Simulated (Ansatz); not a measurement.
# SnO3: the cost of one run

Program: Ansatz 0.2.0. Level of theory: DFT PBE, scalar-relativistic, plane waves, PAW. These are calculated values, not measurements.

**1. The structure to begin with**

Symmetry: Pm-3m, No. 221, cubic system. Conventional cell: a = 4.913 Å, b = 4.913 Å, c = 4.913 Å, α = 90.00°, β = 90.00°, γ = 90.00°. Around Sn (site symmetry m-3m) lie 6 O at 1.53 Å. Around Sn (site symmetry m-3m) lie 24 O at 3.60 Å. O (site symmetry 4mm) is surrounded by 1 Sn at 1.53 Å.

Structure file:

```
Sn O
1.0
     4.91282    0.00000    0.00000
     0.00000    4.91282    0.00000
     0.00000    0.00000    4.91282
Sn O
2 6
Direct
  0.50000 0.50000 0.50000
  0.00000 0.00000 0.00000
  0.18925 0.50000 0.50000
  0.81075 0.50000 0.50000
  0.50000 0.18925 0.50000
  0.50000 0.81075 0.50000
  0.50000 0.50000 0.18925
  0.50000 0.50000 0.81075
```

The cell is invented: random cell by space group and Wyckoff sites (Pm-3m, No. 221). Its size is a rough estimate.

**2. A first look at the guess**

input.yaml

```yaml
crystal:
  lattice:
    - [4.91282321, 0.0, 0.0]
    - [0.0, 4.91282321, 0.0]
    - [0.0, 0.0, 4.91282321]
  atoms:
    - { symbol: Sn, position: [0.5, 0.5, 0.5] }
    - { symbol: Sn, position: [0.0, 0.0, 0.0] }
    - { symbol: O, position: [0.18925247, 0.5, 0.5] }
    - { symbol: O, position: [0.81074753, 0.5, 0.5] }
    - { symbol: O, position: [0.5, 0.18925247, 0.5] }
    - { symbol: O, position: [0.5, 0.81074753, 0.5] }
    - { symbol: O, position: [0.5, 0.5, 0.18925247] }
    - { symbol: O, position: [0.5, 0.5, 0.81074753] }
basis:
  ecutwfc: 420
kpoints:
  mp_grid: { grid: [4, 4, 4] }
hamiltonian:
  xc: pbe
scf:
  occupations: { method: gaussian, width: 0.1 }
  lower_state_search: "off"
output:
  forces: true
  stress: true
  eigenvalues: true
```

The run is started by

```console
ansatz run input.yaml --threads 1 --pin off --max-ram 2560MiB --backend cpu --events-out ev --progress --plain --runs-dir out
```

Q: Estimate wall time and peak memory on 1 thread of Intel Xeon Platinum 8375C at 2.90GHz (Ice Lake), shared host.

About 3.6 s, with a peak of 0.42 GiB.
